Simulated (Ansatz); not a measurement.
**CH6FInOSi: a ladder of functionals and wavefunction methods**

An exercise on one series of results from a longer session: the logs are not shown, and one member is left open.

The runs use Ansatz 0.2.0, Gaussian basis; functionals in def2-TZVPP, the program's frozen cores in correlated methods.

Plan: LDA (SPW92), PBE-D4, revPBE-D4, BLYP-D4, r2SCAN-D4, B97M-V, PBE0-D4, B3LYP-D4, r2SCANh-D4, r2SCAN0-D4, HSE06-D4, BHLYP-D4, CAM-B3LYP-D4, LC-ωPBE, ωB97X-V, ωB97M-V, B2PLYP, PBE-QIDH; CCSD(T)/def2-SVP; CCSD(T)/def2-TZVPP; MP2/def2-QZVPP; extrapolation to the limit; RPA on PBE.

## The relaxed structure

The geometry comes from an earlier relaxation with PBE0-D4 in a triple-zeta def2 set; it is a stationary point, not always the lowest conformer. In takes the def2 core potential; no spin-orbit term is included.

SMILES `[F][InH][CH2]O[SiH3]`, 11 atoms, charge 0, spin multiplicity 1.

Atoms are counted from 1 here; the program's logs count them from 0.

Bond lengths: F1–In2 1.973 Å, In2–C3 2.191 Å, In2–H6 1.708 Å, C3–O4 1.420 Å, C3–H7 1.091 Å, C3–H8 1.094 Å, O4–Si5 1.636 Å, Si5–H9 1.478 Å, Si5–H10 1.484 Å, Si5–H11 1.515 Å. Angles: F1–In2–C3 107.6°, F1–In2–H6 111.3°, C3–In2–H6 140.7°, In2–C3–O4 111.9°, In2–C3–H7 110.2°, In2–C3–H8 107.7°, O4–C3–H7 107.8°, O4–C3–H8 111.0°, H7–C3–H8 108.2°, C3–O4–Si5 118.7°, O4–Si5–H9 108.8°, O4–Si5–H10 113.7°, O4–Si5–H11 105.5°, H9–Si5–H10 111.5°, H9–Si5–H11 110.4°, H10–Si5–H11 106.7°.

The first run:

Contents of in.yaml:

```yaml
crystal:
  periodic: [false, false, false]
  atoms:
    - {symbol: F, position_ang: [-2.600637, 0.740091, 1.172039]}
    - {symbol: In, position_ang: [-0.653019, 0.733388, 1.485691]}
    - {symbol: C, position_ang: [0.145645, -1.133954, 0.663638]}
    - {symbol: O, position_ang: [1.059529, -0.897271, -0.397451]}
    - {symbol: Si, position_ang: [0.661502, 0.197051, -1.546690]}
    - {symbol: H, position_ang: [-0.167035, 2.087775, 2.405687]}
    - {symbol: H, position_ang: [0.672632, -1.691884, 1.439348]}
    - {symbol: H, position_ang: [-0.701739, -1.737483, 0.323962]}
    - {symbol: H, position_ang: [1.882041, 0.568528, -2.293266]}
    - {symbol: H, position_ang: [-0.416173, -0.260779, -2.458075]}
    - {symbol: H, position_ang: [0.117243, 1.394538, -0.794891]}
basis:
  gaussian: {orbitals: def2-TZVPP}
hamiltonian: {xc: lda}
output: {orbitals: {seedname: orbitals}}
```

Run with:

```
ansatz run in.yaml --threads 4 --pin off --events-out ev --progress --plain --max-ram 10444MiB
```

Among the steps run: LDA; PBE-D4 (GGA); revPBE-D4 (GGA); BLYP-D4 (GGA); r2SCAN-D4 (meta-GGA); B97M-V (meta-GGA); B3LYP-D4 (hybrid); r2SCANh-D4 (hybrid); r2SCAN0-D4 (hybrid); HSE06-D4 (hybrid); BHLYP-D4 (hybrid); CAM-B3LYP-D4 (range-separated); LC-ωPBE (range-separated); ωB97X-V (range-separated); ωB97M-V (range-separated); B2PLYP (double hybrid); PBE-QIDH (double hybrid).

One table of the session follows, with a row left open; its other results are not shown here.

It belongs to the step «Frontier levels by functional». 

| functional | HOMO (eV) | LUMO (eV) | gap (eV) |
| --- | --- | --- | --- |
| LDA (SPW92) | -6.38 | -2.57 | 3.81 |
| PBE-D4 | -6.20 | -2.25 | 3.95 |
| revPBE-D4 | -6.13 | -2.12 | 4.01 |
| BLYP-D4 | -6.10 | -2.16 | 3.94 |
| r2SCAN-D4 | -6.44 | -1.98 | 4.46 |
| B97M-V | -6.53 | -2.18 | 4.35 |
| PBE0-D4 | ? | ? | ? |
| B3LYP-D4 | -7.26 | -1.73 | 5.52 |
| r2SCANh-D4 | -6.91 | -1.72 | 5.19 |
| r2SCAN0-D4 | -7.62 | -1.33 | 6.28 |
| HSE06-D4 | -7.05 | -1.86 | 5.19 |
| BHLYP-D4 | -8.61 | -0.76 | 7.85 |
| CAM-B3LYP-D4 | -8.78 | -0.62 | 8.16 |
| LC-ωPBE | -10.06 | 0.51 | 10.57 |
| ωB97X-V | -9.72 | 0.39 | 10.11 |
| ωB97M-V | -9.63 | 0.10 | 9.73 |

Estimate the missing values for PBE0-D4.

**Answer.** HOMO (eV): -7.44; LUMO (eV): -1.50; gap (eV): 5.95. In the column «HOMO (eV)» it lies between r2SCAN0-D4 (-7.62) and B3LYP-D4 (-7.26).
